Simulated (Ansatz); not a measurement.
# CH6Ge: the cost of one run

All numbers below are computed with Ansatz 0.2.0 (RKS BLYP/def2-SVP).

**1. The structure to begin with**

Bond lengths: Ge1–C2 2.160 Å, C2–H3 1.110 Å, C2–H4 1.110 Å, C2–H5 1.110 Å, Ge1–H6 1.750 Å, Ge1–H7 1.549 Å, Ge1–H8 1.549 Å. Angles: Ge1–C2–H3 76.0°, Ge1–C2–H4 132.1°, Ge1–C2–H5 113.2°, H3–C2–H4 109.4°, H3–C2–H5 109.4°, H4–C2–H5 109.4°, C2–Ge1–H6 44.4°, C2–Ge1–H7 122.9°, C2–Ge1–H8 122.9°, H6–Ge1–H7 121.6°, H6–Ge1–H8 121.6°, H7–Ge1–H8 109.5°.

Coordinates:

```xyz
8

Ge    0.0000    0.0000    0.0000
C     1.2381    0.0000    1.7699
H     0.2385   -0.3092    2.1404
H     2.0057   -0.7111    2.1404
H     1.4701    1.0203    2.1404
H     1.7201    0.0000    0.3225
H    -0.7300    1.2648   -0.5162
H    -0.7300   -1.2648   -0.5162
```

**2. A restrained relaxation towards end A**

Springs on the bonds that form and break draw the guess towards this end; the thresholds are loose.

File input.yaml:

```yaml
crystal:
  periodic: [false, false, false]
  atoms:
    - { symbol: Ge, position_ang: [0.0, 0.0, 0.0] }
    - { symbol: C, position_ang: [1.2381, 0.0, 1.7699] }
    - { symbol: H, position_ang: [0.2385, -0.3092, 2.1404] }
    - { symbol: H, position_ang: [2.0057, -0.7111, 2.1404] }
    - { symbol: H, position_ang: [1.4701, 1.0203, 2.1404] }
    - { symbol: H, position_ang: [1.7201, 0.0, 0.3225] }
    - { symbol: H, position_ang: [-0.73, 1.2648, -0.5162] }
    - { symbol: H, position_ang: [-0.73, -1.2648, -0.5162] }
basis:
  gaussian: { orbitals: def2-SVP }
hamiltonian:
  xc: blyp
relax:
  f_tol: 0.15
  max_steps: 25
  restrain:
    - { distance: [1, 5], at: 2.31, k: 30.0 }
    - { distance: [0, 1], at: 1.96, k: 30.0 }
    - { distance: [0, 5], at: 1.55, k: 30.0 }
output:
  orbitals: {}
```

Launch:

```sh
ansatz run input.yaml --threads 2 --pin off --max-ram 3072MiB --backend cpu --events-out ev --progress --plain --runs-dir out
```

Q: Estimate wall time and peak memory on 2 threads of Arm Neoverse V2, shared host.

About 6.6 s, with a peak of 0.14 GiB.
